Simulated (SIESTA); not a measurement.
Crystal: TaVN2.

```
Ta V N
1.0
     3.04987    0.00000    0.00000
     0.00000    3.04987    0.00000
     0.00000    0.00000    4.29606
Ta V N
1 1 2
Direct
  0.00000 0.00000 0.00000
  0.50000 0.50000 0.50000
  0.50000 0.50000 0.00000
  0.00000 0.00000 0.50000
```

The cell comes from a database or a generator and needn't be the stable form of this composition.

```yaml
Program: SIESTA 5.4.2
Task: single point
Functional: PBE
Potentials_or_basis: PseudoDojo 0.4 standard (PBE files)
Basis: DZP (energy shift 0.003 Ry; two zetas on semicore shells)
Grid_cutoff: 800 Ry
Energy_shift: 0.003 Ry
k_mesh: 9 × 9 × 6
Occupations: fermi-dirac, width 0.05 eV
Spin: collinear spin, ferromagnetic start
Starting_moments: "[0.0, 2.0, 0.0, 0.0] μB"
```

On this cell: pressure 4.9 GPa; largest force under 0.003 eV/Å; net moment 1.30 μB per cell; site moments Ta -0.13; V +1.40; N +0.02, +0.01 μB; band gap on the k mesh none (metal or under the smearing width).

The same run follows on a disturbed copy (atoms moved at random, drawn with an rms of 0.05 Å):

```
Ta V N
1.0
     3.04987    0.00000    0.00000
     0.00000    3.04987    0.00000
     0.00000    0.00000    4.29606
Ta V N
1 1 2
Direct
  0.99986 0.97620 0.00191
  0.49848 0.49410 0.49255
  0.49236 0.50189 0.00492
  0.00716 0.00028 0.49003
```

Q: What does the disturbed cell give?

A: The energy (extrapolated to zero smearing) moves by +19.4 meV/atom; pressure 6.2 GPa; largest force 1.212 eV/Å; net moment 1.30 μB per cell; site moments Ta -0.12; V +1.39; N +0.02, +0.01 μB; band gap on the k mesh none (metal or under the smearing width).

Forces in eV/Å, atoms in the order of the input:
```
Ta  -0.271  1.007 -0.618
V    0.167  0.085  0.552
N    0.322 -0.950 -0.601
N   -0.216 -0.143  0.667
```

Stress tensor (GPa, compression positive):
```
 6.54 -0.39  0.00
-0.39  6.15  0.05
 0.00  0.05  5.88
```

Caveats: short orbitals over semicore shells can move pressures by several GPa; the basis of atomic orbitals isn't converged, which shifts pressures, moduli and gaps.
